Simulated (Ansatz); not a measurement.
# Zn3Sb4O6F6: the cost of one run

Method: DFT, PBE, plane-wave PAW, default files, scalar-relativistic, as far as a step names no other, in Ansatz 0.2.0.

## 1. The structure to begin with

The structure is cubic, space group I-43m (No. 217). Conventional cell: a = 8.129 Å, b = 8.129 Å, c = 8.129 Å, α = 90.00°, β = 90.00°, γ = 90.00°. Zn (site symmetry -42m) has 2 O at 2.03 Å and 4 F at 2.03 Å as nearest neighbours. Sb (site symmetry 3m) has 3 O at 1.98 Å as nearest neighbours. Around O (site symmetry 2mm) lie 2 Sb at 1.98 Å and 1 Zn at 2.03 Å. Around F (site symmetry -4) lie 2 Zn at 2.03 Å.

Coordinates:

```
Zn Sb O F
1.0
    -4.06455    4.06455    4.06455
     4.06455   -4.06455    4.06455
     4.06455    4.06455   -4.06455
Zn Sb O F
3 4 6 6
Direct
  0.00000 0.50000 0.50000
  0.50000 0.00000 0.50000
  0.50000 0.50000 0.00000
  0.32078 0.00000 0.00000
  0.00000 0.00000 0.32078
  0.00000 0.32078 0.00000
  0.67922 0.67922 0.67922
  0.00000 0.74960 0.74960
  0.25040 0.00000 0.25040
  0.00000 0.25040 0.25040
  0.74960 0.00000 0.74960
  0.25040 0.25040 0.00000
  0.74960 0.74960 0.00000
  0.25000 0.75000 0.50000
  0.75000 0.25000 0.50000
  0.50000 0.25000 0.75000
  0.50000 0.75000 0.25000
  0.75000 0.50000 0.25000
  0.25000 0.50000 0.75000
```

## 2. First run, atoms as given

Input file input.yaml:

```yaml
crystal:
  lattice:
    - [-4.06455, 4.06455, 4.06455]
    - [4.06455, -4.06455, 4.06455]
    - [4.06455, 4.06455, -4.06455]
  atoms:
    - { symbol: Zn, position: [0.0, 0.5, 0.5] }
    - { symbol: Zn, position: [0.5, 0.0, 0.5] }
    - { symbol: Zn, position: [0.5, 0.5, 0.0] }
    - { symbol: Sb, position: [0.32078, 0.0, 0.0] }
    - { symbol: Sb, position: [0.0, 0.0, 0.32078] }
    - { symbol: Sb, position: [0.0, 0.32078, 0.0] }
    - { symbol: Sb, position: [0.67922, 0.67922, 0.67922] }
    - { symbol: O, position: [0.0, 0.7496, 0.7496] }
    - { symbol: O, position: [0.2504, 0.0, 0.2504] }
    - { symbol: O, position: [0.0, 0.2504, 0.2504] }
    - { symbol: O, position: [0.7496, 0.0, 0.7496] }
    - { symbol: O, position: [0.2504, 0.2504, 0.0] }
    - { symbol: O, position: [0.7496, 0.7496, 0.0] }
    - { symbol: F, position: [0.25, 0.75, 0.5] }
    - { symbol: F, position: [0.75, 0.25, 0.5] }
    - { symbol: F, position: [0.5, 0.25, 0.75] }
    - { symbol: F, position: [0.5, 0.75, 0.25] }
    - { symbol: F, position: [0.75, 0.5, 0.25] }
    - { symbol: F, position: [0.25, 0.5, 0.75] }
kpoints:
  mp_grid: { grid: [4, 4, 4] }
scf:
  occupations: { method: fermi_dirac, width: 0.02 }
hamiltonian:
  xc: pbe
  pseudopotentials: { kind: paw }
output:
  forces: true
  stress: true
  populations: true
  efg:
    quadrupole_moments_barn: { Zn: 0.122, Sb: -0.543, O: -0.02558 }
    contact_densities: true
```

On the command line:

```console
$ ansatz run input.yaml --threads 1 --pin off --max-ram 3072MiB --backend cpu --events-out ev --progress --plain --runs-dir out
```

Q: Estimate wall time and peak memory on 1 thread of AMD EPYC 9R14 (Zen 4), shared host.

About 17 s, with a peak of 0.68 GiB.
